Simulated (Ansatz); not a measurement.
LuAs:

```
CELL_PARAMETERS angstrom
0.00000 2.83819 2.83819
2.83819 0.00000 2.83819
2.83819 2.83819 0.00000
ATOMIC_POSITIONS crystal
Lu 0.50000 0.50000 0.50000
As 0.00000 0.00000 0.00000
```

The cell is a database's computed one.

| Item | Value |
| --- | --- |
| Program | Ansatz 0.2.0 |
| Task | relaxation of cell and atoms |
| Functional | RPBE |
| Potentials or basis | all-electron LAPW, scalar-relativistic |
| Basis error allowed | 0.001 eV/atom |
| k mesh | 8 × 8 × 8 |
| Occupations | fermi-dirac, width 0.05 eV |
| Spin | no spin polarisation |

At the start: volume 22.86 Å³/atom.

Question: Where does the relaxation end?

Answer: Over 3 steps the energy falls by 9.6 meV/atom and the volume is 23.84 Å³/atom (+4.3 %); space group Fm-3m (No. 225, to 0.05 Å).

Step by step:
| step | energy change (eV) | largest force (eV/Å) | volume (Å³) |
| --- | --- | --- | --- |
| 1 | 0.0000 | 0.0000 | 45.73 |
| 2 | -0.0192 | 0.0000 | 47.68 |
| 3 | -0.0192 | 0.0000 | 47.68 |

Final structure:
```
Lu As
1.0
     0.00000    2.87812    2.87812
     2.87812    0.00000    2.87812
     2.87812    2.87812    0.00000
Lu As
1 1
Direct
  0.50000 0.50000 0.50000
  0.00000 0.00000 0.00000
```
